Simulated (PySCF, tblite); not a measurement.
# Si₃NH₈ radical: geometry, infrared bands and EPR parameters

Wanted: the infrared bands and EPR parameters of Si₃NH₈ radical (`[SiH2]N[SiH2][SiH3]`), by calculation.

Computed with tblite 0.8.0 and PySCF 2.14.0, with density-fitted response routines of our own, on a single molecule in the gas phase. Atoms are numbered from 0 throughout.

**1. The molecule as given**

12 atoms, charge 0, multiplicity 2; geometry from: force field or distance geometry start.

Bonds of the start (Å): Si0–N1 1.69, N1–Si2 1.68, Si2–Si3 2.34, Si0–H4 1.47, Si0–H5 1.48, N1–H6 1.02, Si2–H7 1.49, Si2–H8 1.48, Si3–H9 1.50, Si3–H10 1.49, Si3–H11 1.48.

**2. Optimising the geometry with GFN2-xTB**

What the job is given:

```
{"job": {"kind": "relax", "xc": "GFN2-xTB", "basis": "xTB"}, "charge": 0, "multiplicity": 2}
Si     1.943000     0.487800    -1.007000
N      1.161300    -0.908800    -0.459800
Si    -0.514700    -0.807100    -0.572100
Si    -1.611500     0.569100     0.969900
H      3.382800     0.225600    -0.886300
H      1.614000     1.551400    -0.027200
H      1.452700    -1.120800     0.497800
H     -0.870200    -0.399100    -1.958400
H     -1.009700    -2.190200    -0.374500
H     -1.219200     0.173000     2.365000
H     -3.090800     0.436700     0.842100
H     -1.236400     1.981700     0.761000
```

Launch:

```console
OMP_NUM_THREADS=1 python probes_run.py task.json out
```

The driver reads the jobs from task.json and runs them one after another.

**Question.** This job is followed by: GFN2-xTB harmonic vibrations, gas phase; UKS B3LYP, pcH-1 on H N Si, non-relativistic, mean-field spin-orbit, GIAO. What will the session give for the following? strongest single infrared mode (GFN2-xTB); zero-point energy (GFN2-xTB); g(iso) (B3LYP); ⟨S²⟩; largest a(iso) (averaged by class); surface potential, 1st and 99th percentile.

As calculated:

```
                                 quantity                    value
strongest single infrared mode (GFN2-xTB)     762 cm⁻¹, 838 km/mol
             zero-point energy (GFN2-xTB)            44.2 kcal/mol
                           g(iso) (B3LYP)                  2.00293
                                     ⟨S²⟩       0.752 (exact 0.75)
       largest a(iso) (averaged by class)  29Si on Si0, -510.8 MHz
    surface potential, 1st and 99th percentile       -0.27 V and 1.71 V
```

In words: The optimisation took 100 steps and gained 0.454 eV; among the close pairs (by a distance rule), N1–Si2 changed most, from 1.683 to 1.738 Å. The lowest mode is imaginary (37i cm⁻¹), so the xTB geometry is not a minimum. The strongest single mode, at 762 cm⁻¹, has its largest shares on H4, Si2, H8 and N1 (the list is cut at 4 atoms). Unscaled tight-binding wavenumbers are off by several per cent, some by more. Its intensities can rank the bands wrongly. Most of the unpaired spin sits on Si0 (0.83 e). The isotropic g lies 0.6 ppt above the free-electron value.
